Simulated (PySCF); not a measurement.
# SbI: bond curves at several levels of theory

What are the lowest state that PBE0 finds, the bond length, vibrational wavenumber and bond energy of SbI, and how much do these hang on the method?

Method: Sb def2-TZVPP with ECP28, I def2-TZVPP with ECP28, scalar-relativistic core potentials; program: PySCF 2.14.0.

## 1. Input

The job is set up so:

```json
{"atoms": "Sb, I", "charge": "0", "basis": "Sb def2-TZVPP with ECP28, I def2-TZVPP with ECP28", "Hamiltonian": "scalar-relativistic core potentials", "basis functions": "100", "electrons treated": "48", "masses in u": "120.9038, 126.9045", "levels": "PBE0, PBE, r²SCAN, B2PLYP, BP86, revPBE, B97-3, CAM-B3LYP, HF, MP2, SCS-MP2, CCSD, CCSD(T)", "grid": "80 radial by 434 angular points", "occupations": "held fixed by the projection of orbital angular momentum", "dissociation limit": "Sb + I, each in its ground configuration", "starting distance in angstrom": "2.675", "values of 2S to try": "0, 2, 4"}
```

The run is started by

```
$ OMP_NUM_THREADS=2 python dia.py task.json out
```

Further steps of the session: PBE0 along the bond; Other states along the same grid; PBE (GGA); r²SCAN; B2PLYP (double hybrid); BP86 (GGA); revPBE (GGA); B97-3 (global hybrid GGA); CAM-B3LYP; UHF (mean field); Adding correlation.

What does the calculation give? Wanted: for each run, Re; ωe; De; μ.

**Answer**, as computed:

Lowest PBE0 solution found, without spin–orbit coupling: ³Σ⁻ (triplet), unpaired electrons π ↑↑. State 2 has its PBE0 minimum 0.28 eV higher, as a spin-mixed determinant (⟨S²⟩ = 1.01), so this is no gap between pure states. State 3 has its PBE0 minimum 1.11 eV higher. The other levels ran on the lowest alone.

| level | Re (Å) | ωe (cm⁻¹) | De (eV) | μ (D) |
| --- | --- | --- | --- | --- |
| UHF | 2.722 | 203.5 | 1.06 | -2.14 |
| UHF-MP2 | 2.676 | 209.3 | 2.16 | n/a |
| UHF-SCS-MP2 | 2.693 | 205.0 | 2.06 | n/a |
| UHF-CCSD | 2.694 | 206.6 | 1.95 | n/a |
| UHF-CCSD(T) | 2.698 | 204.3 | 2.10 | n/a |
| PBE | 2.705 | 202.0 | 2.60 | -1.24 |
| revPBE | 2.719 | 197.6 | 2.38 | -1.33 |
| BP86 | 2.708 | 200.6 | 2.59 | -1.25 |
| r²SCAN | 2.689 | 207.8 | 2.46 | -1.33 |
| PBE0 | 2.683 | 210.0 | 2.42 | -1.44 |
| B97-3 | 2.702 | 205.5 | 2.37 | -1.53 |
| CAM-B3LYP | 2.687 | 208.9 | 2.28 | -1.61 |
| B2PLYP | 2.698 | 205.3 | 2.31 | -1.75 |

De is counted to Sb + I in their ground configurations. A positive dipole means Sb(−)I(+).

Differences from CCSD(T) in the same basis:

| level | Re (mÅ) | ωe (%) |
| --- | --- | --- |
| UHF | +24 | -0.4 |
| UHF-MP2 | -22 | +2.5 |
| UHF-SCS-MP2 | -5 | +0.3 |
| UHF-CCSD | -4 | +1.1 |
| PBE | +7 | -1.1 |
| revPBE | +21 | -3.3 |
| BP86 | +10 | -1.8 |
| r²SCAN | -10 | +1.7 |
| PBE0 | -15 | +2.8 |
| B97-3 | +3 | +0.6 |
| CAM-B3LYP | -11 | +2.3 |
| B2PLYP | -1 | +0.5 |

In words: Against CCSD(T) in the same basis, the bond length is nearest at B2PLYP (-1 mÅ) and farthest at UHF (+24 mÅ); the wavenumber is nearest at UHF-SCS-MP2 (+0.3 %) and farthest at revPBE (-3.3 %). Among the levels with a De in the table, it runs from 1.06 eV (UHF) to 2.60 eV (PBE).

Correlated steps freeze 8 core orbitals. These are scalar-relativistic numbers at best; spin–orbit coupling would shift them, the dissociation energy most. B2PLYP dipoles, levels and charges come from its SCF part alone. With spin–orbit coupling the term label itself may not hold.
